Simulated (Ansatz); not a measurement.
# MnC6: the cost of one run

Program: Ansatz 0.2.0. Level of theory: DFT PBE, scalar-relativistic, plane waves, PAW, unless a step names another level. These are calculated values, not measurements.

10 further runs of the same task are left out: 2 that didn't finish, 8 set aside as unsound or not needed. Runs told in other sessions of the task aren't counted.

**1. Plan**

Pauling electronegativities: Mn 1.55, C 2.55 (spread 1.00). No set of common oxidation states balances it. Tabulated atomic sizes suggest about 12 Å³/atom. 25 candidates were drawn, by swapping species into database cells of other compounds, at random by space group and Wyckoff sites, or by hand, as the table says:

```csv
name,made from,space group no.,Wyckoff sites,atoms (primitive cell),V (Å³/atom)
c01,random,229,Mn 2a; C 12e,7,12.5
c02,random,191,"Mn 1a; C 4h, 2d",7,13.0
c03,random,221,Mn 1b; C 6f,7,15.8
c04,random,191,"Mn 1a; C 1b, 3f, 2d",7,15.4
c05,random,65,"Mn 2d; C 4j, 4g, 4f",7,13.0
c06,database cell of TcF6,139,"Mn 2a; C 8i, 4e",7,17.1
c07,database cell of YbB6,221,Mn 1a; C 6f,7,13.1
c08,random,123,"Mn 1d; C 4l, 2g",7,15.2
c09,random,65,"Mn 2b; C 2c, 8q, 2d",7,15.3
c10,random,191,Mn 1b; C 6k,7,15.8
c11,random,221,"Mn 1b; C 3c, 3d",7,15.1
c12,built by hand: CaB6,221,Mn 1a; C 6f,7,11.0
c13,database cell of SmB6,221,Mn 1b; C 6e,7,12.3
c14,random,200,Mn 1b; C 6g,7,12.4
c15,built by hand: LiC6,191,Mn 1a; C 6k,7,11.0
c16,random,99,"Mn 1a; C 1b, 4f, 1a",7,15.5
c17,built by hand: stage-2 graphite with honeycomb Mn layer,191,Mn 2c; C 12n,14,11.0
c18,built by hand: BaC6,194,Mn 2c; C 12i,14,11.0
c19,random,191,"Mn 1b; C 3g, 2d, 1a",7,14.4
c20,built by hand: ReO3-derived acetylide Mn(C2)3,221,Mn 1a; C 6e,7,16.5
c21,built by hand: CaC6,166,Mn 3a; C 18g,7,11.0
c22,database cell of SmC6,191,Mn 1a; C 6k,7,10.4
c23,random,225,Mn 4a; C 24d,7,12.9
c24,random,115,"Mn 1c; C 2g, 2f, 1d, 1b",7,13.0
c25,database cell of MoCl6,162,Mn 1b; C 6k,7,12.6
```

**2. Screening run of c02**

Input file input.yaml:

```yaml
crystal:
  lattice:
    - [3.9206498, 0.0, 0.0]
    - [-1.9603249, 3.39538232, 0.0]
    - [0.0, 0.0, 6.84644279]
  atoms:
    - { symbol: Mn, position: [0.0, 0.0, 0.0], spin: 4.0 }
    - { symbol: C, position: [0.33333333, 0.66666667, 0.25422707] }
    - { symbol: C, position: [0.66666667, 0.33333333, 0.25422707] }
    - { symbol: C, position: [0.66666667, 0.33333333, 0.74577293] }
    - { symbol: C, position: [0.33333333, 0.66666667, 0.74577293] }
    - { symbol: C, position: [0.33333333, 0.66666667, 0.5] }
    - { symbol: C, position: [0.66666667, 0.33333333, 0.5] }
basis:
  ecutwfc: 420
kpoints:
  mp_grid: { grid: [5, 5, 3] }
hamiltonian:
  xc: pbe
scf:
  occupations: { method: gaussian, width: 0.2 }
  lower_state_search: "off"
output:
  forces: true
  stress: true
  eigenvalues: true
  populations: true
magnetization:
  spin_polarized: true
relax:
  adjacent_minimum: "off"
  f_tol: 0.08
  max_steps: 16
  cell: { stress_tol: 0.8 }
```

On the command line:

```console
> ansatz run input.yaml --threads 1 --pin off --max-ram 2560MiB --backend cpu --events-out ev --progress --plain --runs-dir out
```

**Question.** How long does this run take on 1 thread of Intel Xeon Platinum 8375C at 2.90GHz (Ice Lake), shared host, and how much memory does it need?

About 42 s, with a peak of 0.44 GiB.
